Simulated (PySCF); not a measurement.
# H4O4Zn: the cost of one run

The runs use PySCF 2.14.0, with density-fitted response routines of our own; the level of theory stands in each step. All values are computed, except where a source is named. Atoms are numbered from 0 throughout.

## Step 1: The molecule as given

9 atoms, charge -2, multiplicity 1; geometry from: GFN2-xTB. The atoms were then displaced at random by about 0.03 Å, so the start is not that level's minimum.

Bonds of the start (Å): O0–Zn1 1.96, Zn1–O2 2.08, Zn1–O3 1.98, Zn1–O4 2.02, O0–H5 1.06, O2–H6 1.03, O3–H7 1.01, O4–H8 0.88.

## Step 2: Relaxing the molecule at PBE0-D3(BJ)/def2-SVP

Job settings and geometry (Å):

```
{"job": {"xc": "PBE0", "basis": "def2-SVP", "d3": "d3bj", "grid": 1, "shake": 0.03, "kind": "geom"}, "charge": -2, "multiplicity": 1}
O      0.389770     1.481180    -1.426160
Zn     0.124490     0.019160    -0.146910
O     -1.402310     0.621020     1.128890
O     -0.373780    -1.706230    -0.989070
O      1.829260    -0.398390     0.848200
H     -0.391510     2.107440    -1.086430
H     -0.844430     0.495810     1.982200
H     -1.347780    -1.644530    -0.734100
H      2.176140    -1.032920     0.347370
```

Launch:

```
> OMP_NUM_THREADS=1 python probes_run.py task.json out
```

One launch serves the whole session: the jobs run in the order shown.

**Question.** How long does this first job take on 1 thread of Arm Neoverse V1, shared host, and how much memory does it need?

About 56 s, with a peak of 0.43 GiB.
